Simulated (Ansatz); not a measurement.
# CH5ClOZn: the cost of one run

Program: Ansatz 0.2.0. Level of theory: RKS PBE-D4/def2-SVP. These are calculated values, not measurements.

1 further run of the same task is left out (it didn't finish).

### 1 Starting point

Bond lengths: Zn1–Cl3 2.120 Å, Zn1–O5 2.197 Å, O5–C6 1.398 Å, C6–H7 1.096 Å, C6–H8 1.095 Å, C6–H9 1.093 Å. Angles: Cl3–Zn1–O5 122.4°, Zn1–O5–C6 154.7°, O5–C6–H7 110.8°, O5–C6–H8 110.4°, O5–C6–H9 108.7°, H7–C6–H8 109.6°, H7–C6–H9 108.7°, H8–C6–H9 108.6°.

Structure file:

```xyz
9

Zn   -1.1142   -0.7716   -1.6042
H     0.5300   -1.8239   -1.0997
Cl   -2.8576    0.2921   -2.1734
H     0.7310   -1.1887   -0.3751
O     0.1800   -0.1153    0.0457
C     0.5619    0.7269    1.0938
H     0.5190    0.1982    2.0529
H     1.5759    1.1072    0.9291
H    -0.1260    1.5750    1.1309
```

### 2 A restrained relaxation towards end A

Springs on the bonds that form and break draw the guess towards this end; the thresholds are loose.

The input, input.yaml:

```yaml
crystal:
  periodic: [false, false, false]
  atoms:
    - { symbol: Zn, position_ang: [-1.1142, -0.7716, -1.6042] }
    - { symbol: H, position_ang: [0.53, -1.8239, -1.0997] }
    - { symbol: Cl, position_ang: [-2.8576, 0.2921, -2.1734] }
    - { symbol: H, position_ang: [0.731, -1.1887, -0.3751] }
    - { symbol: O, position_ang: [0.18, -0.1153, 0.0457] }
    - { symbol: C, position_ang: [0.5619, 0.7269, 1.0938] }
    - { symbol: H, position_ang: [0.519, 0.1982, 2.0529] }
    - { symbol: H, position_ang: [1.5759, 1.1072, 0.9291] }
    - { symbol: H, position_ang: [-0.126, 1.575, 1.1309] }
basis:
  gaussian: { orbitals: def2-SVP }
hamiltonian:
  xc: pbe
  dispersion: d4
relax:
  f_tol: 0.15
  max_steps: 25
  restrain:
    - { distance: [0, 4], at: 3.18, k: 30.0 }
    - { distance: [3, 1], at: 1.92, k: 30.0 }
    - { distance: [0, 1], at: 1.53, k: 30.0 }
    - { distance: [3, 4], at: 0.97, k: 30.0 }
```

Launch:

```bash
$ ansatz run input.yaml --threads 2 --pin off --max-ram 3072MiB --backend cpu --events-out ev --progress --plain --runs-dir out
```

**Question.** How long does this run take on 2 threads of Intel Xeon Platinum 8488C (Sapphire Rapids), shared host, and how much memory does it need?

About 24 s, with a peak of 0.17 GiB.
